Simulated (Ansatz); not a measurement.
# Cd3Pd: the cost of one run

Method: DFT r²SCAN, frozen-core PAW, scalar-relativistic unless said, in Ansatz 0.2.0.

3 further runs of the same task are left out: 3 set aside as unsound or not needed.

### Step 1. The starting structure

The structure is cubic, space group Pm-3m (No. 221). Conventional cell: a = 4.208 Å, b = 4.208 Å, c = 4.208 Å, α = 90.00°, β = 90.00°, γ = 90.00°. Cd (site symmetry 4/mmm) has 8 Cd at 2.98 Å and 4 Pd at 2.98 Å as nearest neighbours. Around Pd (site symmetry m-3m) lie 12 Cd at 2.98 Å.

Structure file:

```cif
data_structure
_symmetry_space_group_name_H-M 'Pm-3m'
_symmetry_Int_Tables_number 221
_cell_length_a 4.2085
_cell_length_b 4.2085
_cell_length_c 4.2085
_cell_angle_alpha 90.000
_cell_angle_beta 90.000
_cell_angle_gamma 90.000
_cell_volume 74.54
loop_
_atom_site_label
_atom_site_type_symbol
_atom_site_symmetry_multiplicity
_atom_site_Wyckoff_symbol
_atom_site_fract_x
_atom_site_fract_y
_atom_site_fract_z
_atom_site_occupancy
Cd1 Cd 3 c 0.00000 0.50000 0.50000 1
Pd1 Pd 1 a 0.00000 0.00000 0.00000 1
```

Cartesian axes are those of the input's lattice vectors. The structure goes back to a database entry.

### Step 2. Cell and atoms relaxed, PAW

The input, input.yaml:

```yaml
crystal:
  lattice:
    - [4.20847902, 0.0, 0.0]
    - [0.0, 4.20847902, 0.0]
    - [0.0, 0.0, 4.20847902]
  atoms:
    - { symbol: Cd, position: [0.0, 0.5, 0.5] }
    - { symbol: Cd, position: [0.5, 0.0, 0.5] }
    - { symbol: Cd, position: [0.5, 0.5, 0.0] }
    - { symbol: Pd, position: [0.0, 0.0, 0.0] }
kpoints:
  mp_grid: { grid: [8, 8, 8] }
scf:
  occupations: { method: fermi_dirac, width: 0.05 }
hamiltonian:
  xc: r2scan
  pseudopotentials: { kind: paw }
relax:
  f_tol: 0.002
  max_steps: 80
  cell: {}
output:
  forces: true
  stress: true
```

Command:

```console
> ansatz run input.yaml --threads 2 --pin off --max-ram 6144MiB --backend cpu --events-out ev --progress --plain --runs-dir out
```

**Question.** How long does this run take on 2 threads of Arm Neoverse V1, shared host, and how much memory does it need?

About 26 s, with a peak of 0.56 GiB.
